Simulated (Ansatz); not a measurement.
# GeH2− (doublet): the correlation ladder at distance Ge1–H3 = 2.227 Å, aug-cc-pVTZ

How much of the correlation energy of GeH2− (doublet) does each wave-function method recover here?

The runs use Ansatz 0.2.0, Gaussian basis; aug-cc-pVTZ, core rule «outside noble gas», up to 14 orbitals frozen.

To be run: UHF; CCSD(T) on ROHF; CCSD(T) on UHF; BCCD(T) on ROHF; CCSDT(Q) on ROHF; CCSDT(Q) on UHF; CASSCF and NEVPT2, 3 electrons in 3 orbitals; CASSCF and MRCISD+Q, 7 electrons in 6 orbitals; CASSCF and NEVPT2, 7 electrons in 6 orbitals.

## (1) The geometry

The geometry derives from a PBE0/def2-TZVPD stationary point (not a proven minimum). One bond is set to the value named and the two fragments are kept rigid. No spin-orbit coupling is included. The filled d shell of Ge may be among the frozen orbitals whatever the setting's name suggests.

3 atoms, charge -1, spin multiplicity 2.

Atoms are counted from 1 here; the program's logs count them from 0.

Bond lengths: Ge1–H2 1.624 Å.

## (2) UHF

in.yaml

```yaml
crystal:
  periodic: [false, false, false]
  atoms:
    - {symbol: Ge, position_ang: [0.000000, -0.036453, -0.005802]}
    - {symbol: H, position_ang: [0.000000, 1.102342, -1.164230]}
    - {symbol: H, position_ang: [0.000000, 1.524749, 1.582335]}
basis:
  gaussian: {orbitals: aug-cc-pVTZ}
total_charge: -1
magnetization: {spin_polarized: true, initial_magnetization: 1}
hamiltonian: {xc: hf}
output: {orbitals: {seedname: orbitals}}
```

Command:

```
$ ansatz run in.yaml --threads 1 --pin off --events-out ev --progress --plain --max-ram 2816MiB --backend cpu
```

The runs that follow: CCSD(T) on ROHF; CCSD(T) on UHF; BCCD(T) on ROHF; CCSDT(Q) on ROHF; CCSDT(Q) on UHF; CASSCF and NEVPT2, 3 electrons in 3 orbitals; CASSCF and MRCISD+Q, 7 electrons in 6 orbitals; CASSCF and NEVPT2, 7 electrons in 6 orbitals.

Q: Predict the results of all the runs planned. Wanted: UCCSDT(Q) from the RHF energy; RMP2 from UCCSDT(Q); UMP2 from UCCSDT(Q); RCCSD from UCCSDT(Q); RCCSD(T) from UCCSDT(Q); UCCSD(T) from UCCSDT(Q); RCCSDT(Q) from UCCSDT(Q); NEVPT2 pair from UCCSDT(Q); NEVPT2 valence from UCCSDT(Q).

**Answer**, as computed:

| quantity | value |
| --- | --- |
| UCCSDT(Q) from the ROHF energy | -4.3147 eV |
| RMP2 from UCCSDT(Q) | +21.47 kcal/mol |
| UMP2 from UCCSDT(Q) | +22.18 kcal/mol |
| RCCSD from UCCSDT(Q) | +4.84 kcal/mol |
| RCCSD(T) from UCCSDT(Q) | +0.97 kcal/mol |
| UCCSD(T) from UCCSDT(Q) | +0.96 kcal/mol |
| RCCSDT(Q) from UCCSDT(Q) | +0.07 kcal/mol |
| NEVPT2 pair from UCCSDT(Q) | +18.39 kcal/mol |
| NEVPT2 valence from UCCSDT(Q) | +19.93 kcal/mol |
| MRCISD+Q valence from UCCSDT(Q) | +0.70 kcal/mol |
| levels within 1 kcal/mol (43 meV) | RCCSD(T), UCCSD(T), BCCD(T), RCCSDT, UCCSDT, RCCSDT(Q), MRCISD+Q valence |
| T1 diagnostic | 0.028 |
| effectively unpaired electrons | 1.06 |

What this shows: RCCSD(T) misses by +0.97 kcal/mol, 1.0 % of the correlation energy. One determinant dominates. Of the multireference levels listed MRCISD+Q valence comes nearest in total energy (+0.70 kcal/mol), which doesn't show that its space is the better one. These misses are within one basis, not against nature; the frozen cores of restricted and unrestricted runs differ, which can shift their rows.
